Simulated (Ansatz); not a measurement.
# C₂HBO (SMILES B=C=C=O): functionals against CCSD(T) at one geometry

How do the functionals fare away from a minimum? The structure is a structure displaced at random from a GFN2-xTB minimum.

Method: single points in def2-TZVPP; program: Ansatz 0.2.0, Gaussian basis.

Correlated methods freeze the cores.

### Step 1. Where the work starts

SMILES `B=C=C=O`, 5 atoms, charge 0, spin multiplicity 1.

Atoms are counted from 1 here; the program's logs count them from 0.

Bond lengths: B1–C2 1.516 Å, B1–H5 1.170 Å, C2–C3 1.205 Å, C3–O4 1.154 Å. Angles: C2–B1–H5 170.8°, B1–C2–C3 172.2°, C2–C3–O4 171.4°.

As a file:

```
B    -0.79460    1.05500   -0.40940
C     0.11680   -0.08590   -0.00320
C     0.75140   -1.00080    0.45690
O     1.40280   -1.91230    0.73330
H    -1.34810    2.00490   -0.81090
```

### Step 2. CCSD(T)/def2-TZVPP

Contents of run/in.yaml:

```yaml
crystal:
  periodic: [false, false, false]
  atoms:
    - {symbol: B, position_ang: [-0.794600, 1.055000, -0.409400]}
    - {symbol: C, position_ang: [0.116800, -0.085900, -0.003200]}
    - {symbol: C, position_ang: [0.751400, -1.000800, 0.456900]}
    - {symbol: O, position_ang: [1.402800, -1.912300, 0.733300]}
    - {symbol: H, position_ang: [-1.348100, 2.004900, -0.810900]}
basis:
  gaussian: {orbitals: def2-TZVPP}
correlation: {method: ccsd_t}
output: {forces: true}
```

The command line of these runs was not kept.

### Step 3. PBE0-D4/def2-TZVPP

run/in.yaml: that of step 2 with these lines changed.

```diff
@@ -10,3 +10,3 @@
   gaussian: {orbitals: def2-TZVPP}
-correlation: {method: ccsd_t}
-output: {forces: true}
+hamiltonian: {xc: pbe0, dispersion: d4}
+output: {forces: true, orbitals: {seedname: orbitals}}
```

### Step 4. wB97M-V/def2-TZVPP

run/in.yaml: that of step 3 with these lines changed.

```diff
@@ -10,3 +10,3 @@
   gaussian: {orbitals: def2-TZVPP}
-hamiltonian: {xc: pbe0, dispersion: d4}
-output: {forces: true, orbitals: {seedname: orbitals}}
+hamiltonian: {xc: {name: wB97M-V}}
+output: {forces: true}
```

### Step 5. r2SCAN-D4/def2-TZVPP

run/in.yaml: that of step 4 with these lines changed.

```diff
@@ -10,3 +10,3 @@
   gaussian: {orbitals: def2-TZVPP}
-hamiltonian: {xc: {name: wB97M-V}}
+hamiltonian: {xc: r2scan, dispersion: d4}
 output: {forces: true}
```

### Step 6. PBE-D4/def2-TZVPP

run/in.yaml: that of step 5 with these lines changed.

```diff
@@ -10,3 +10,3 @@
   gaussian: {orbitals: def2-TZVPP}
-hamiltonian: {xc: r2scan, dispersion: d4}
+hamiltonian: {xc: pbe, dispersion: d4}
 output: {forces: true}
```

### Step 7. SPW92/def2-TZVPP

run/in.yaml: that of step 6 with these lines changed.

```diff
@@ -10,3 +10,3 @@
   gaussian: {orbitals: def2-TZVPP}
-hamiltonian: {xc: pbe, dispersion: d4}
+hamiltonian: {xc: lda}
 output: {forces: true}
```

### Step 8. BLYP-D4/def2-TZVPP

run/in.yaml: that of step 7 with these lines changed.

```diff
@@ -10,3 +10,3 @@
   gaussian: {orbitals: def2-TZVPP}
-hamiltonian: {xc: lda}
+hamiltonian: {xc: {name: BLYP}, dispersion: d4}
 output: {forces: true}
```

(Steps that only read results are left out.)

**Question.** What will these runs give? Wanted: energy less free atoms, CCSD(T)/def2-TZVPP; RMS force component; RMS force error; HOMO and LUMO, PBE0-D4; T1 diagnostic.

The runs gave:

| quantity | value |
| --- | --- |
| energy less free atoms, CCSD(T)/def2-TZVPP | -532.0 kcal/mol |
| RMS force component | 4.065 to 4.311 eV/Å over the methods |
| RMS force error | PBE0-D4 0.278, wB97M-V 0.295, r2SCAN-D4 0.227, PBE-D4 0.309, SPW92 0.290, BLYP-D4 0.411 eV/Å |
| HOMO and LUMO, PBE0-D4 | -7.66 and -2.39 eV |
| T1 diagnostic | 0.026 |

In words: Against CCSD(T) the functionals' energies less atoms differ by -130.9 to -21.2 kcal/mol, PBE-D4 by -58.7 kcal/mol. CCSD(T) in triple zeta still lacks some correlation energy of the bonds, so part of these gaps is its own basis error and they don't rank the functionals. The forces of r2SCAN-D4 come nearest to CCSD(T), those of BLYP-D4 are farthest. The T1 diagnostic is large here, over the usual mark for main-group molecules (transition-metal compounds often pass it harmlessly), so CCSD(T) itself may be off.
